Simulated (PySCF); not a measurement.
# C5H6N2O2: the cost of one run

Programs: PySCF 2.14.0, with routines of our own; each step states its level. All values are computed. Atoms count from 0.

## 1. The system as given

15 atoms, charge -1, multiplicity 2; geometry from: GFN2-xTB.

## 2. Open-shell or spin-flip excitations: unrestricted TDDFT B3LYP/def2-SVPD in methanol

What the job is given:

```
{"job": {"kind": "uabs", "xc": "B3LYP", "basis": "def2-SVPD", "nstates": 10, "tda": false, "solvent": "methanol", "pol": false}, "charge": -1, "multiplicity": 2}
C     -2.598979     0.757632     0.627454
O     -1.266798     1.146221     0.764870
C     -0.365490     0.259997     0.176412
C     -0.498945    -0.910839    -0.509733
N      0.712607    -1.403483    -0.883603
C      1.629061    -0.519295    -0.421096
C      3.015657    -0.567927    -0.545352
O      3.826138     0.300851    -0.085169
N      0.979449     0.527813     0.245748
H     -2.786318    -0.216221     1.099087
H     -2.892777     0.690089    -0.428477
H     -3.200442     1.522012     1.122871
H     -1.403143    -1.438967    -0.763029
H      3.404129    -1.447103    -1.095130
H      1.441435     1.307210     0.673235
```

Level: unrestricted TDDFT B3LYP/def2-SVPD, vertical, IEF-PCM methanol (non-equilibrium linear response), core orbitals frozen in the response.

The run is started by

```
> OMP_NUM_THREADS=1 python excited_run.py task.json out
```

This one command runs all jobs of the session in turn.

Q: Estimate the wall time and peak memory of this first job on 1 thread of Arm Neoverse V1, shared host.

About 1.7 min, with a peak of 0.92 GiB.
